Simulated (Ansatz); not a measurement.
# Co (Cobalt): the cost of one run

Program: Ansatz 0.2.0. Level of theory: DFT PBE, with the methods named in each step. These are calculated values, not measurements.

**1. Starting point**

Symmetry: P6_3/mmc, No. 194, hexagonal system. The conventional cell has a = 2.507 Å, b = 2.507 Å, c = 4.070 Å, α = 90.00°, β = 90.00°, γ = 120.00°. Co (site symmetry -6m2) has 12 Co at 2.50 to 2.51 Å as nearest neighbours.

As a file:

```
CELL_PARAMETERS angstrom
2.50740 0.00000 0.00000
-1.25370 2.17147 0.00000
0.00000 0.00000 4.06990
ATOMIC_POSITIONS crystal
Co 0.33333 0.66667 0.25000
Co 0.66667 0.33333 0.75000
```

Atoms are numbered in the order of the input: Co1, Co2.

**2. Free moments, LAPW**

The input, input.yaml:

```yaml
crystal:
  lattice:
    - [2.5074, 0.0, 0.0]
    - [-1.2537, 2.1714720974, 0.0]
    - [0.0, 0.0, 4.0699]
  atoms:
    - { symbol: Co, position: [0.3333333333, 0.6666666667, 0.25], spin: 1.7 }
    - { symbol: Co, position: [0.6666666667, 0.3333333333, 0.75], spin: 1.7 }
magnetization:
  spin_polarized: true
kpoints:
  mp_grid: { grid: [15, 15, 8] }
scf:
  occupations: { method: fermi_dirac, width: 0.08 }
  lower_state_search: "off"
hamiltonian:
  xc: pbe
  pseudopotentials: { kind: all_electron, lapw: { basis_error: 0.001 } }
output:
  forces: true
  stress: true
  eigenvalues: false
  populations: true
  dos: { projected: true, de: 0.1, e_range: [-8, 5] }
```

Launch:

```console
ansatz run input.yaml --threads 1 --pin off --max-ram 3072MiB --backend cpu --events-out ev --progress --plain --runs-dir out
```

What time and memory should one allow on 1 thread of Intel Xeon Platinum 8259CL at 2.50GHz (Skylake/Cascade Lake), shared host?

About 96 s, with a peak of 0.67 GiB.
